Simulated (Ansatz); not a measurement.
NiMoIrPdW:

```
CELL_PARAMETERS angstrom
-1.37004 1.37004 9.71647
1.37004 -1.37004 9.71647
1.37004 1.37004 -9.71647
ATOMIC_POSITIONS crystal
Ni 0.19862 0.19862 0.00000
Mo 0.60922 0.60922 0.00000
Pd 0.79310 0.79310 0.00000
Ir 0.39944 0.39944 0.00000
W 0.99565 0.99565 0.00000
```

The cell was built by a generator and needn't be a form met in nature.

- Program: Ansatz 0.2.0
- Task: relaxation of cell and atoms
- Functional: r2SCAN
- Potentials or basis: Ansatz PAW
- Cutoff: 500 eV (not typed: the program's choice for these potentials)
- k mesh: 10 × 10 × 10
- Occupations: fermi-dirac, width 0.05 eV
- Spin: collinear spin, ferromagnetic start
- Starting moments: [1.0, 1.0, 0.0, 0.6, 0.0] μB

At the start: volume 14.59 Å³/atom.

Problem. How do energy, volume and symmetry change on relaxing?

Solution. It ends after 6 steps and the volume is 14.28 Å³/atom (-2.1 %); space group I4mm (No. 107, to 0.05 Å); moment 0.00 μB per cell.

The path:
```csv
step,energy change (eV),largest force (eV/Å),volume (Å³)
1,0.0000,0.2498,72.95
2,-0.0304,0.0799,71.55
3,-0.0310,0.0390,71.37
4,-0.0311,0.0151,71.39
5,-0.0311,0.0027,71.39
6,-0.0297,0.0028,71.39
```

Final structure:
```cif
data_structure
_symmetry_space_group_name_H-M 'P 1'
_symmetry_Int_Tables_number 1
_cell_length_a 9.8761
_cell_length_b 9.8761
_cell_length_c 9.8761
_cell_angle_alpha 164.201
_cell_angle_beta 164.201
_cell_angle_gamma 22.415
_cell_volume 71.39
loop_
_atom_site_label
_atom_site_type_symbol
_atom_site_fract_x
_atom_site_fract_y
_atom_site_fract_z
_atom_site_occupancy
Ni1 Ni 0.19905 0.19905 0.00000 1
Mo1 Mo 0.60984 0.60984 0.00000 1
Pd1 Pd 0.79283 0.79283 0.00000 1
Ir1 Ir 0.39891 0.39891 0.00000 1
W1 W 0.99541 0.99541 0.00000 1
```

Caveat: the magnetic or orbital state may not be the lowest; the plane-wave basis is chosen anew once the cell has moved, so the energies of steps on either side of that aren't comparable; the PAW data sets come from PBE, with cores solved anew for the run's functional, which leaves a small shift of forces and pressure; the starting moments weren't kept.
